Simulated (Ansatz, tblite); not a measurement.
# Ge6Cl6 prismane (Ge₆Cl₆): spin states and exact exchange

Aim: set other spin states of Ge6Cl6 prismane (Ge₆Cl₆) against its singlet, on many levels of theory.

The runs use Ansatz 0.2.0, Gaussian basis; as each input shows.

The runs, in order: triplet, at the geometry of the singlet (GFN1-xTB, GFN2-xTB, PBE0-D4/def2-SVP, PBE-D4/def2-SVP, r2SCAN-D4/def2-SVP); the singlet's energies come from earlier runs.

5 further runs of the same task are left out: 4 that didn't finish, 1 set aside as unsound or not needed.

### Step 1. The relaxed structure

The geometry is that of the singlet, from an earlier relaxation (PBE-D4/def2-SVP).

12 atoms, charge 0, spin multiplicity 1.

Bond lengths: Ge1–Cl2 2.197 Å, Ge1–Ge3 2.645 Å, Ge1–Ge5 2.644 Å, Ge1–Ge9 2.517 Å, Ge3–Cl4 2.197 Å, Ge3–Ge5 2.645 Å, Ge3–Ge11 2.516 Å, Ge5–Cl6 2.197 Å, Ge5–Ge7 2.516 Å, Ge7–Cl8 2.197 Å, Ge7–Ge9 2.645 Å, Ge7–Ge11 2.643 Å, Ge9–Cl10 2.197 Å, Ge9–Ge11 2.645 Å, Ge11–Cl12 2.197 Å. Angles: Cl2–Ge1–Ge3 130.7°, Cl2–Ge1–Ge5 130.7°, Cl2–Ge1–Ge9 131.1°, Ge3–Ge1–Ge5 60.0°, Ge3–Ge1–Ge9 90.0°, Ge5–Ge1–Ge9 90.0°, Ge1–Ge3–Cl4 130.6°, Ge1–Ge3–Ge5 60.0°, Ge1–Ge3–Ge11 90.0°, Cl4–Ge3–Ge5 130.8°, Cl4–Ge3–Ge11 131.2°, Ge5–Ge3–Ge11 90.0°, Ge1–Ge5–Ge3 60.0°, Ge1–Ge5–Cl6 130.7°, Ge1–Ge5–Ge7 90.0°, Ge3–Ge5–Cl6 130.8°, Ge3–Ge5–Ge7 90.0°, Cl6–Ge5–Ge7 131.1° and more.

### Step 2. Triplet at the fixed geometry, GFN1-xTB

Tight binding, by tblite at 300 K electronic temperature and without a spin-polarisation term:

```python
tblite.interface.Calculator('GFN1-xTB', numbers, positions, charge=0, uhf=2).singlepoint()
```

Energy -973.0210 eV; 0.053 s.

### Step 3. Triplet at the fixed geometry, GFN2-xTB

Tight binding, by tblite at 300 K electronic temperature and without a spin-polarisation term:

```python
tblite.interface.Calculator('GFN2-xTB', numbers, positions, charge=0, uhf=2).singlepoint()
```

Energy -1068.1629 eV; 0.091 s.

### Step 4. Triplet at the fixed geometry, PBE0-D4/def2-SVP

in.yaml

```yaml
crystal:
  periodic: [false, false, false]
  atoms:
    - {symbol: Ge, position_ang: [0.503800, 1.280843, -1.419903]}
    - {symbol: Cl, position_ang: [1.035361, 2.749797, -2.964782]}
    - {symbol: Ge, position_ang: [0.463058, 1.490739, 1.215958]}
    - {symbol: Cl, position_ang: [0.951978, 3.187756, 2.523056]}
    - {symbol: Ge, position_ang: [-1.755939, 0.906996, -0.100011]}
    - {symbol: Cl, position_ang: [-3.675793, 1.968785, -0.218072]}
    - {symbol: Ge, position_ang: [-1.231120, -1.545419, 0.104095]}
    - {symbol: Cl, position_ang: [-2.548213, -3.299700, 0.225703]}
    - {symbol: Ge, position_ang: [1.029344, -1.171856, -1.217621]}
    - {symbol: Cl, position_ang: [2.166594, -2.519966, -2.527892]}
    - {symbol: Ge, position_ang: [0.986541, -0.962098, 1.418279]}
    - {symbol: Cl, position_ang: [2.074380, -2.085867, 2.961190]}
basis:
  gaussian: {orbitals: def2-SVP}
magnetization: {spin_polarized: true, initial_magnetization: 2}
hamiltonian: {xc: pbe0, dispersion: d4}
scf: {omitted_lower_state_checks: [starts]}
output: {orbitals: {seedname: orbitals}}
```

Command:

```bash
> ansatz run in.yaml --threads 6 --pin off --events-out ev --progress --plain --max-ram 7833MiB
```

Output:

```text
Functional definition: PBE0
  name "PBE0"
  cite "Adamo & Barone, J. Chem. Phys. 110, 6158 (1999) doi:10.1063/1.478522"
  cite "Perdew, Burke & Ernzerhof, Phys. Rev. Lett. 77, 3865 (1996) doi:10.1103/PhysRevLett.77.3865"
  parent pbe
  parameter a = 0.25
  parameter kappa = 0.804
  parameter beta = 0.06672455060314922
  exchange = (1 - a)*pbe_x(kappa = kappa, mu = beta*pi^2/3) + a*exact_x
  correlation = pbe_c(beta = beta)
these checks for a lower state are left out or cut short: starts
2826 factors; integrals over basis functions are off by at most 4.8e-4 eV
mean field evaluation 1: about -414116.3997 eV, gradient 2.5e1 eV
mean field evaluation 2: about -414110.5368 eV, gradient 4.2e1 eV
mean field evaluation 4: about -414118.9230 eV, gradient 1.5e0 eV
mean field evaluation 8: about -414119.0602 eV, gradient 3.6e-1 eV
mean field evaluation 16: about -414119.0613 eV, gradient 4.8e-3 eV
mean field evaluation 32: about -414119.0613 eV, gradient 1.6e-5 eV
mean field -414119.06132117 eV, -15218.5948035716 hartree, gradient 1.5e-6 eV, S^2 2.007623; 0 other end points of the search recorded, 0 dependent functions left out
reference -414119.06135929 eV, -15218.5948049724 hartree; 148, 146 occupied and 152, 154 virtual orbitals, 2826 factors
Total energy: -414119.88140249 eV, -15218.6249410041 hartree
Checks for a lower state left out: starts
```

Run time: 75 s. Hardware: 6 threads of Intel Xeon Platinum 8488C, shared host; peak memory 3.9 GiB.

HOMO -5.00 eV, LUMO -5.89 eV (over both spins; with the spin held, an empty level of the minority spin lies below the top filled one); ⟨S²⟩ 2.008 (pure: 2.00).

### Step 5. Triplet at the fixed geometry, PBE-D4/def2-SVP

start.molden holds the orbitals of an earlier run on this state, given as this run's starting guess.

in.yaml, as its differences from that of step 4:

```diff
@@ -16,5 +16,5 @@
 basis:
-  gaussian: {orbitals: def2-SVP}
+  gaussian: {orbitals: def2-SVP, initial_orbitals: start.molden}
 magnetization: {spin_polarized: true, initial_magnetization: 2}
-hamiltonian: {xc: pbe0, dispersion: d4}
+hamiltonian: {xc: pbe, dispersion: d4}
 scf: {omitted_lower_state_checks: [starts]}
```

The command is unchanged.

Output:

```text
Functional definition: PBE
  name "PBE"
  cite "Perdew, Burke & Ernzerhof, Phys. Rev. Lett. 77, 3865 (1996) doi:10.1103/PhysRevLett.77.3865"
  parent pbe
  parameter kappa = 0.804
  parameter beta = 0.06672455060314922
  exchange = pbe_x(kappa = kappa, mu = beta*pi^2/3)
  correlation = pbe_c(beta = beta)
these checks for a lower state are left out or cut short: starts
3276 factors; their error is unknown
mean field evaluation 1: about -414105.2643 eV, gradient 1.0e1 eV
mean field evaluation 2: about -414105.6394 eV, gradient 4.8e-1 eV
mean field evaluation 4: about -414105.3897 eV, gradient 6.2e-2 eV
mean field evaluation 8: about -414105.3897 eV, gradient 2.2e-3 eV
mean field evaluation 16: about -414105.3897 eV, gradient 1.5e-4 eV
mean field -414105.38967635 eV, -15218.0923798912 hartree, gradient 2.4e-6 eV, S^2 2.002605; 0 other end points of the search recorded, 0 dependent functions left out
reference -414105.38972708 eV, -15218.0923817556 hartree; 148, 146 occupied and 152, 154 virtual orbitals, 3276 factors
Total energy: -414106.30214849 eV, -15218.1259126242 hartree
Checks for a lower state left out: starts
```

Wall time 40 s (6 threads of Intel Xeon Platinum 8488C, shared host); peak memory 2 GiB.

Report: HOMO -4.31 eV, LUMO -6.14 eV (over both spins; with the spin held, an empty level of the minority spin lies below the top filled one); ⟨S²⟩ 2.003 (pure: 2.00).

### Step 6. Triplet at the fixed geometry, r2SCAN-D4/def2-SVP

in.yaml, as its differences from that of step 5:

```diff
@@ -18,3 +18,3 @@
 magnetization: {spin_polarized: true, initial_magnetization: 2}
-hamiltonian: {xc: pbe, dispersion: d4}
+hamiltonian: {xc: r2scan, dispersion: d4}
 scf: {omitted_lower_state_checks: [starts]}
```

The command is unchanged.

Output (excerpt; [...] marks lines left out):

```text
Functional definition: r2SCAN
  name "r2SCAN"
  cite "Furness, Kaplan, Ning, Perdew & Sun, J. Phys. Chem. Lett. 11, 8208 (2020) doi:10.1021/acs.jpclett.0c02405"
  cite "Furness, Kaplan, Ning, Perdew & Sun, J. Phys. Chem. Lett. 11, 9248 (2020) doi:10.1021/acs.jpclett.0c03077"
  parent r2scan
[...]
3276 factors; their error is unknown
[...]
mean field -414181.32065784 eV, -15220.8827919931 hartree, gradient 9.6e-6 eV, S^2 2.007480; 0 other end points of the search recorded, 0 dependent functions left out
reference -414181.32067184 eV, -15220.8827925078 hartree; 148, 146 occupied and 152, 154 virtual orbitals, 3276 factors
Total energy: -414181.55262100 eV, -15220.8913164821 hartree
Checks for a lower state left out: starts
```

Run time: 84 s. Hardware: 6 threads of Intel Xeon Platinum 8488C, shared host; peak memory 2.1 GiB.

From the report: HOMO -4.52 eV, LUMO -6.35 eV (over both spins; with the spin held, an empty level of the minority spin lies below the top filled one); ⟨S²⟩ 2.007 (pure: 2.00).

### Step 7. Triplet less singlet, vertical

The singlet's energies are those of its earlier runs, whose logs aren't repeated here.

```tsv
level	triplet less singlet, vertical (eV)	time
GFN1-xTB	+2.676	0.097 s
GFN2-xTB	+2.412	0.15 s
PBE-D4/def2-SVP	+1.929	44 s
r2SCAN-D4/def2-SVP	+2.102	93 s
PBE0-D4/def2-SVP	+2.199	89 s
```

Times add the two runs; a level without a time comes out of a correlated run. Tight binding without a spin term can't rank spin states.

### Step 8. Results

| quantity | value |
| --- | --- |
| triplet less singlet, vertical, functionals in def2-SVP | +1.929 (PBE-D4) to +2.199 eV (PBE0-D4) |

All functionals put the triplet above the singlet, over a spread of 0.270 eV. The checks for a lower triplet were left out, so another state of that spin may lie lower. These are electronic energies, without zero-point motion, entropy or surroundings.
